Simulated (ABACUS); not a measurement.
# AgRh (P-6m2) in ABACUS: reference runs

Aim: a first look at AgRh with PBEsol, on the cell as given and on a disturbed one.

Program: ABACUS 3.10.1. These are calculated values, not measurements. Logs are shortened: lines on timing, memory, paths and dates and some standing lists are left out, and cuts for length are marked.

### Step 1. The structure

It takes space group P-6m2 (No. 187, hexagonal). The conventional cell has a = 2.778 Å, b = 2.778 Å, c = 4.809 Å, α = 90.00°, β = 90.00°, γ = 120.00°. Ag (site symmetry -6m2) has 6 Ag at 2.78 Å and 6 Rh at 2.89 Å as nearest neighbours. Around Rh (site symmetry -6m2) lie 6 Rh at 2.78 Å and 6 Ag at 2.89 Å.

The cell comes from a database or a generator and needn't be the stable form of this composition.

### Step 2. Single point, PBEsol

INPUT

```
INPUT_PARAMETERS
suffix              AgRh
calculation         scf
basis_type          pw
pseudo_dir          ./
symmetry            1
dft_functional      pbesol
ecutwfc             89
pseudo_rcut         7
nspin               1
nbands              22
ks_solver           dav
smearing_method     fd
smearing_sigma      0.00367493
scf_thr             1e-08
scf_nmax            100
mixing_type         broyden
mixing_beta         0.7
cal_force           1
cal_stress          1
kpar                4
```

STRU

```
ATOMIC_SPECIES
Ag 107.8682 Ag.upf
Rh 102.9055 Rh.upf

LATTICE_CONSTANT
1.8897261246

LATTICE_VECTORS
2.7775881998 0.0000000000 0.0000000000
-1.3887940999 2.4054619423 0.0000000000
0.0000000000 0.0000000000 4.8086020000

ATOMIC_POSITIONS
Direct

Ag
0.0
1
0.0000000000 0.0000000000 0.5000000000 1 1 1

Rh
0.0
1
0.6666666667 0.3333333333 0.0000000000 1 1 1
```

KPT

```
K_POINTS
0
Gamma
11 11 6 0 0 0
```

Potentials or basis: PseudoDojo NC SR 0.4.1 PBEsol standard, plane waves.

Command:

```
$ OMP_NUM_THREADS=1 mpirun -np 4 abacus > log
```

running log:

```text
ABACUS v3.10.1

               Atomic-orbital Based Ab-initio Computation at UStc

 ------------------------------------------------------------------------------------

 READING GENERAL INFORMATION
                           global_out_dir = OUT.AgRh/
                           global_in_card = INPUT
                               pseudo_dir = ./
                              orbital_dir =
                                    DSIZE = 4
                                    GSIZE = 1

 READING UNITCELL INFORMATION
                                    ntype = 2
                  lattice constant (Bohr) = 1.88973
              lattice constant (Angstrom) = 1

 READING ATOM TYPE 1
                               atom label = Ag
                      L=0, number of zeta = 1
                      L=1, number of zeta = 1
                      L=2, number of zeta = 1
             number of atom for this type = 1

 READING ATOM TYPE 2
                               atom label = Rh
                      L=0, number of zeta = 1
                      L=1, number of zeta = 1
                      L=2, number of zeta = 1
             number of atom for this type = 1

                        TOTAL ATOM NUMBER = 2
DIRECT COORDINATES
    atom                   x                   y                   z     mag                  vx                  vy                  vz
taud_Ag1            0.0000000000        0.0000000000        0.5000000000  0.0000        0.0000000000        0.0000000000        0.0000000000
taud_Rh1            0.6666666667        0.3333333333        0.0000000000  0.0000        0.0000000000        0.0000000000        0.0000000000

                          Volume (Bohr^3) = 216.811
                             Volume (A^3) = 32.1281

 Lattice vectors: (Cartesian coordinate: in unit of a_0)
             +2.77759                  +0                  +0
             -1.38879            +2.40546                  +0
                   +0                  +0             +4.8086
 Reciprocal vectors: (Cartesian coordinate: in unit of 2 pi/a_0)
            +0.360025            +0.20786                  -0
                   -0           +0.415721                  -0
                   +0                  -0           +0.207961
 The esolver type has been set to : ksdft_pw

                PAO radial cut off (Bohr) = 7

 Read in pseudopotential file is Ag.upf
                     pseudopotential type = NC
          exchange-correlation functional = PBESOL
                 nonlocal core correction = 1
                        valence electrons = 19
                                     lmax = 2
                           number of zeta = 4
                     number of projectors = 6
                           L of projector = 0
[... 5 lines left out ...]
                PAO radial cut off (Bohr) = 7

 Read in pseudopotential file is Rh.upf
[... 189 lines left out ...]
 projector 1 L=0
 projector 2 L=0
 projector 3 L=1
 projector 4 L=1
 projector 5 L=2
 projector 6 L=2
      TOTAL NUMBER OF NONLOCAL PROJECTORS = 36

 Init Non-Local PseudoPotential table :
 Init Non-Local-Pseudopotential done.

                                     npwx = 3092

 Make real space PAO into reciprocal space.
       max mesh points in Pseudopotential = 701
     dq(describe PAO in reciprocal space) = 0.01
                                    max q = 1136

 number of pseudo atomic orbitals for Ag is 4
WARNING: norm of atomic wavefunction # 3 of atomic type Ag is 0.999966, renormalized
WARNING: norm of atomic wavefunction # 4 of atomic type Ag is 0.994543, renormalized

 number of pseudo atomic orbitals for Rh is 4
WARNING: norm of atomic wavefunction # 3 of atomic type Rh is 0.999885, renormalized
WARNING: norm of atomic wavefunction # 4 of atomic type Rh is 0.993215, renormalized

 -------------------------------------------
 SELF-CONSISTENT
 -------------------------------------------
                                 init_chg = atomic

 PW ALGORITHM --------------- ION=   1  ELEC=   1--------------------------------
 Notice: Threshold on eigenvalues was too large.
 hsover_error=0.36 > DRHO=0.229112
 Origin diag ethr = 0.01
 New diag ethr = 0.000636421

 Density error is 0.233543088669
                          Error Threshold = 0.000636421304997
----------------------------------------------------------
     Energy           Rydberg                 eV
----------------------------------------------------------
 E_KohnSham     -544.0890586836      -7402.7114175532
 E_Harris       -552.3871033018      -7515.6121066188
 E_Fermi        1.3802670331         18.7794964116
----------------------------------------------------------
[... 75 lines left out ...]
 Density error is 3.42875879223e-09
                          Error Threshold = 1.56776802078e-10
----------------------------------------------------------
     Energy           Rydberg                 eV
----------------------------------------------------------
 E_KohnSham     -544.1830139894      -7403.9897450695
 E_KS(sigma->0) -544.1820781130      -7403.9770118176
 E_Harris       -544.1834105827      -7403.9951409979
 E_band         -26.0457639374       -354.3707983113
 E_one_elec     -179.7014835063      -2444.9641147392
 E_Hartree      111.7726478102       1520.7448907666
 E_xc           -83.5317673023       -1136.5079993209
 E_Ewald        -392.7205392382      -5343.2370552723
 E_entropy(-TS) -0.0018717528        -0.0254665037
 E_descf        0.0000000000         0.0000000000
 E_exx          0.0000000000         0.0000000000
 E_Fermi        1.3251188606         18.0291670315
----------------------------------------------------------

 charge density convergence is achieved
 final etot is -7403.9897451 eV
 EFERMI = 18.029167032 eV

 STATE ENERGY(eV) AND OCCUPATIONS    NSPIN == 1
 1/16 kpoint (Cartesian) = 0.0000 0.0000 0.0000 (3069 pws)
       1       -73.3973     0.00275482
       2       -59.8192     0.00275482
       3       -36.8821     0.00275482
       4       -36.8010     0.00275482
       5       -36.8010     0.00275482
       6       -27.5728     0.00275482
[... 134 lines left out ...]
      21        26.1345    6.55342e-73
      22        26.3687    6.05491e-75

[... levels at 10 further k points ...]

------------------------------------------------------------------------------------------
 TOTAL-FORCE (eV/Angstrom)
------------------------------------------------------------------------------------------
                       Ag1         0.0000000000         0.0000000000         0.0000000000
                       Rh1         0.0000000000         0.0000000000         0.0000000000
------------------------------------------------------------------------------------------

----------------------------------------------------------------
 TOTAL-STRESS (KBAR)
----------------------------------------------------------------
      -104.6923101757        -0.0000000000         0.0000000000
         0.0000000000      -104.6923101738        -0.0000000000
        -0.0000000000        -0.0000000000      -106.8967797767
----------------------------------------------------------------
 TOTAL-PRESSURE: -105.427133 KBAR

 --------------------------------------------
 !FINAL_ETOT_IS -7403.9897450694652434 eV
 --------------------------------------------
```

Run time: 10 s. Hardware: 4 MPI ranks of Intel Xeon Platinum 8488C (Sapphire Rapids), shared host; peak memory 0.4 GiB.

What came out:

| Item | Value |
| --- | --- |
| Free energy | -7403.9897 eV |
| Pressure | -10.5 GPa |
| Band gap on the k mesh | none (metal or under the smearing width) |

Levels at points of the mesh, in eV from the Fermi level:
```csv
k point,band 15,band 16,band 17,band 18,band 19,band 20
"(0.00, 0.00, 0.00)",-3.01,-1.78,-1.78,0.12,0.14,0.14
"(0.00, 0.00, 0.50)",-3.10,-2.48,-1.58,-1.58,0.10,0.10
```

### Step 3. Single point, PBEsol (atoms moved at random, drawn with an rms of 0.05 Å)

INPUT, as its differences from that of step 2:

```diff
@@ -20,2 +20,4 @@
 cal_stress          1
-kpar                4
+out_chg             1
+out_pot             2
+out_elf             1
```

STRU, as its differences from that of step 2:

```diff
@@ -18,3 +18,3 @@
 1
-0.0000000000 0.0000000000 0.5000000000 1 1 1
+-0.0272880000 -0.0047970000 0.5034490000 1 1 1
 
@@ -23,2 +23,2 @@
 1
-0.6666666667 0.3333333333 0.0000000000 1 1 1
+0.6713290000 0.3145220000 -0.0088590000 1 1 1
```

KPT is that of step 2.

Potentials or basis: PseudoDojo NC SR 0.4.1 PBEsol standard, plane waves.

Command:

```
$ OMP_NUM_THREADS=1 mpirun -np 4 abacus > log
```

running log:

```text
ABACUS v3.10.1

               Atomic-orbital Based Ab-initio Computation at UStc

 ------------------------------------------------------------------------------------

 READING GENERAL INFORMATION
                           global_out_dir = OUT.AgRh/
                           global_in_card = INPUT
                               pseudo_dir = ./
                              orbital_dir =
                                    DSIZE = 4
                                    GSIZE = 1

 READING UNITCELL INFORMATION
                                    ntype = 2
                  lattice constant (Bohr) = 1.88973
              lattice constant (Angstrom) = 1

 READING ATOM TYPE 1
                               atom label = Ag
                      L=0, number of zeta = 1
                      L=1, number of zeta = 1
                      L=2, number of zeta = 1
             number of atom for this type = 1

 READING ATOM TYPE 2
                               atom label = Rh
                      L=0, number of zeta = 1
                      L=1, number of zeta = 1
                      L=2, number of zeta = 1
             number of atom for this type = 1

                        TOTAL ATOM NUMBER = 2
DIRECT COORDINATES
    atom                   x                   y                   z     mag                  vx                  vy                  vz
taud_Ag1            0.9727120000        0.9952030000        0.5034490000  0.0000        0.0000000000        0.0000000000        0.0000000000
taud_Rh1            0.6713290000        0.3145220000        0.9911410000  0.0000        0.0000000000        0.0000000000        0.0000000000

                          Volume (Bohr^3) = 216.811
                             Volume (A^3) = 32.1281

 Lattice vectors: (Cartesian coordinate: in unit of a_0)
             +2.77759                  +0                  +0
             -1.38879            +2.40546                  +0
                   +0                  +0             +4.8086
[... 227 lines left out ...]
WARNING: norm of atomic wavefunction # 3 of atomic type Rh is 0.999885, renormalized
WARNING: norm of atomic wavefunction # 4 of atomic type Rh is 0.993215, renormalized

 -------------------------------------------
 SELF-CONSISTENT
 -------------------------------------------
                                 init_chg = atomic

 PW ALGORITHM --------------- ION=   1  ELEC=   1--------------------------------
 Notice: Threshold on eigenvalues was too large.
 hsover_error=0.36 > DRHO=0.230087
 Origin diag ethr = 0.01
 New diag ethr = 0.00063913

 Density error is 0.234478481858
                          Error Threshold = 0.000639129567126
----------------------------------------------------------
     Energy           Rydberg                 eV
----------------------------------------------------------
 E_KohnSham     -544.0872418897      -7402.6866988045
 E_Harris       -552.3787916373      -7515.4990206226
 E_Fermi        1.3801388449         18.7777523218
----------------------------------------------------------
[... 75 lines left out ...]
 Density error is 6.60942608261e-09
                          Error Threshold = 2.99375268999e-10
----------------------------------------------------------
     Energy           Rydberg                 eV
----------------------------------------------------------
 E_KohnSham     -544.1817623725      -7403.9727159484
 E_KS(sigma->0) -544.1808242410      -7403.9599520146
 E_Harris       -544.1817883345      -7403.9730691787
 E_band         -26.0520342902       -354.4561108382
 E_one_elec     -180.1906947244      -2451.6201748302
 E_Hartree      112.0161638843       1524.0580969278
 E_xc           -83.5345264491       -1136.5455394395
 E_Ewald        -392.4708288203      -5339.8395707389
 E_entropy(-TS) -0.0018762630        -0.0255278676
 E_descf        0.0000000000         0.0000000000
 E_exx          0.0000000000         0.0000000000
 E_Fermi        1.3252575974         18.0310546423
----------------------------------------------------------

 charge density convergence is achieved
 final etot is -7403.9727159 eV
 EFERMI = 18.031054642 eV
The vacuum level is 20.030206584 eV

 STATE ENERGY(eV) AND OCCUPATIONS    NSPIN == 1
 1/364 kpoint (Cartesian) = 0.0000 0.0000 0.0000 (771 pws)
       1       -73.4019     0.00275482
       2       -59.8168     0.00275482
       3       -36.8883     0.00275482
       4       -36.8127     0.00275482
       5       -36.7977     0.00275482
       6       -27.5781     0.00275482
[... 134 lines left out ...]
      21        25.8427    7.75764e-71
      22        26.1880    7.78133e-74

[... levels at 358 further k points ...]

------------------------------------------------------------------------------------------
 TOTAL-FORCE (eV/Angstrom)
------------------------------------------------------------------------------------------
                       Ag1         0.1047472386        -0.0446591093        -0.3526768302
                       Rh1        -0.1047472386         0.0446591093         0.3526768302
------------------------------------------------------------------------------------------

----------------------------------------------------------------
 TOTAL-STRESS (KBAR)
----------------------------------------------------------------
      -100.7133336664        -5.2291079339        -3.1907052690
        -5.2291079339      -104.2175745892         1.3199096741
        -3.1907052690         1.3199096741       -98.7028450415
----------------------------------------------------------------
 TOTAL-PRESSURE: -101.211251 KBAR

 --------------------------------------------
 !FINAL_ETOT_IS -7403.9727159484109507 eV
 --------------------------------------------
```

stdout:

```text
ABACUS v3.10.1

               Atomic-orbital Based Ab-initio Computation at UStc

%%%%%%%%%%%%%%%%%%%%%%%%%%%%%%%%%%%%%%%%%%%%%%%%%%%%%%%%%%%%%%%%%%%%%%%%%%%%%%%%%%%%%%%%%%%%%%%%%%%%%%%%%
[... 35 lines left out ...]
----------------------------------------------------------------
 TOTAL-STRESS (KBAR)
----------------------------------------------------------------
      -100.7133336664        -5.2291079339        -3.1907052690
        -5.2291079339      -104.2175745892         1.3199096741
        -3.1907052690         1.3199096741       -98.7028450415
----------------------------------------------------------------
 TOTAL-PRESSURE: -101.211251 KBAR
```

Wall time 65 s (4 MPI ranks of Intel Xeon Platinum 8488C (Sapphire Rapids), shared host); peak memory 0.68 GiB.

Results:

```yaml
Free_energy: -7403.9727 eV
Pressure: -10.1 GPa
Largest_force: 0.371 eV/Å
Band_gap_on_the_k_mesh: none (metal or under the smearing width)
```

Forces in eV/Å, atoms in the order of the input:
```
Ag   0.105 -0.045 -0.353
Rh  -0.105  0.045  0.353
```

Levels at points of the mesh, in eV from the Fermi level:
```
           k point  band 16  band 17  band 18  band 19  band 20
(0.00, 0.00, 0.00)    -1.79    -1.77     0.10     0.12     0.18
(0.00, 0.00, 0.50)    -2.46    -1.62    -1.56     0.07     0.13
```
